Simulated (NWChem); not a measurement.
# CH5BClN (SMILES NCBCl): BLYP-D3(BJ)/pc-2

What is the energy difference between two shapes of CH5BClN at BLYP-D3(BJ)/pc-2? 

Program for the calculation: NWChem 7.3.0.

1 further run of the same task is left out (set aside as unsound or not needed).

## Step 1: The molecule

The species is CH5BClN (9 atoms), meant as a singlet with charge 0. As SMILES, `NCBCl`. The coordinates come from a PBE0-D4/def2-TZVP relaxation. This is one conformer, not always the lowest.

Bond lengths: N1–C2 1.444 Å, C2–B3 1.549 Å, B3–Cl4 1.749 Å, N1–H5 1.011 Å, N1–H6 1.010 Å, C2–H7 1.112 Å, C2–H8 1.100 Å, B3–H9 1.193 Å. Some angles: N1–C2–B3 117.7°, C2–B3–Cl4 121.6°, N1–C2–H7 114.9°, N1–C2–H8 110.4°, B3–C2–H7 102.2°, B3–C2–H8 106.9°, C2–N1–H5 111.5°, C2–N1–H6 112.1°, C2–B3–H9 121.4°, Cl4–B3–H9 116.9°.

## Step 2: The energy at BLYP-D3(BJ)/pc-2

job.nw

```
start job
title "CH5BClN energy"
memory stack 880 mb heap 220 mb global 1100 mb
charge 0

geometry units atomic noautoz
  N  -1.85665592  1.70453296  0.19577563
  C   0.19728741  0.10072240  1.00533430
  B   1.09093889 -1.99479490 -0.83185744
  Cl  0.10242316 -2.07340750 -3.98373164
  H  -1.72021769  2.13406771 -1.66088029
  H  -1.92846551  3.33461072  1.18599212
  H   1.99082647  1.10813540  1.43883747
  H  -0.27571104 -0.83034566  2.80246384
  H   2.56662602 -3.57101546 -0.18443727
end

basis spherical bse
  * library pc-2
end

dft
  xc becke88 lyp
  disp vdw 4
  grid medium
  convergence energy 1e-06
  direct
end

task dft energy
```

Launch:

```
$ nwchem job.nw > job.out
```

Standard output:

```text
[...]
          Wavefunction type:  closed shell.
          No. of atoms     :     9
          No. of electrons :    40
[...]
          Charge           :     0
          Spin multiplicity:     1
[...]
          AO basis - number of functions:   194
[...]
              XC Information
              --------------
                    Becke 1988 Exchange Functional  1.000
              Lee-Yang-Parr Correlation Functional  1.000
[...]
 d= 0,ls=0.0,diis     1   -580.9017577811 -7.23D+02  5.05D-03  1.16D+00    12.5
[...]
 d= 0,ls=0.0,diis    10   -580.9729998807 -2.46D-08  2.85D-07  6.74D-09   108.5
         Total DFT energy =     -580.972999880730
      One electron energy =    -1079.339424240482
           Coulomb energy =      402.904779688967
    Exchange-Corr. energy =      -46.501625541976
 Nuclear repulsion energy =      141.976577733373
    Dispersion correction =       -0.013307520612
[...]
```

It took 1.8 min on 1 thread of Intel Xeon at 2.60GHz (Ice Lake), shared host; peak memory 0.13 GiB.

## Step 3: The distorted shape

struct.nw

```
start struct
memory total 2200 mb
geometry
  zmatrix
    N
    C 1 r2
    B 2 r3 1 a3
    Cl 3 r4 2 a4 1 d4
    H 1 r5 2 a5 3 d5
    H 1 r6 5 a6 2 d6
    H 2 r7 1 a7 5 d7
    H 2 r8 7 a8 3 d8
    H 3 r9 2 a9 8 d9
  variables
    r2 1.523464
    r3 1.585479
    a3 112.15588
    r4 1.718721
    a4 120.65978
    d4 3.29274
    r5 0.962046
    a5 112.49949
    d5 -44.68984
    r6 1.13035
    a6 98.44765
    d6 107.40993
    r7 1.224261
    a7 109.0621
    d7 65.17169
    r8 0.975966
    a8 107.74801
    d8 116.93746
    r9 1.2666
    a9 114.83155
    d9 -35.09076
  end
end
basis spherical bse
  N library pc-2
  C library pc-2
  B library pc-2
  Cl library pc-2
  H library pc-2
end
dft
  xc becke88 lyp
  disp vdw 4
  grid medium
  convergence energy 1e-06
  direct
  noprint "final vectors analysis"
end
task dft energy
```

Launch:

```
$ nwchem struct.nw > struct.out
```

Standard output:

```text
[...]
          Wavefunction type:  closed shell.
          No. of atoms     :     9
          No. of electrons :    40
[...]
          Charge           :     0
          Spin multiplicity:     1
[...]
          AO basis - number of functions:   194
[...]
              XC Information
              --------------
                    Becke 1988 Exchange Functional  1.000
              Lee-Yang-Parr Correlation Functional  1.000
[...]
 d= 0,ls=0.0,diis     1   -580.8600673528 -7.23D+02  5.26D-03  1.17D+00    12.2
[...]
 d= 0,ls=0.0,diis    10   -580.9354045494 -4.31D-08  4.82D-07  1.81D-08   108.1
         Total DFT energy =     -580.935404549359
      One electron energy =    -1078.605491578808
           Coulomb energy =      402.459592638648
    Exchange-Corr. energy =      -46.441086368936
 Nuclear repulsion energy =      141.664983809718
    Dispersion correction =       -0.013403049980
[...]
```

Wall time 1.8 min (1 thread of Intel Xeon at 2.60GHz (Ice Lake), shared host); peak memory 0.13 GiB.

## Step 4: Results

Level: BLYP-D3(BJ)/pc-2.

| quantity | value |
| --- | --- |
| first shape: total energy | -580.97300 Eh |
| first shape: dipole moment | 1.78 D |
| first shape: HOMO energy | -5.47 eV |
| first shape: LUMO energy | -2.02 eV |
| first shape: HOMO–LUMO gap | 3.46 eV |
| first shape: dispersion energy | -34.94 kJ/mol |
| distorted shape: total energy | -580.93540 Eh |
| distorted shape: dipole moment | 1.83 D |
| distorted shape: dispersion energy | -35.19 kJ/mol |
| energy change with the atoms displaced | 1.023 eV |

What this shows: With the atoms displaced the energy rises by 1.02 eV (24 kcal/mol). The first shape isn't relaxed at this level, so the change isn't measured from a minimum.
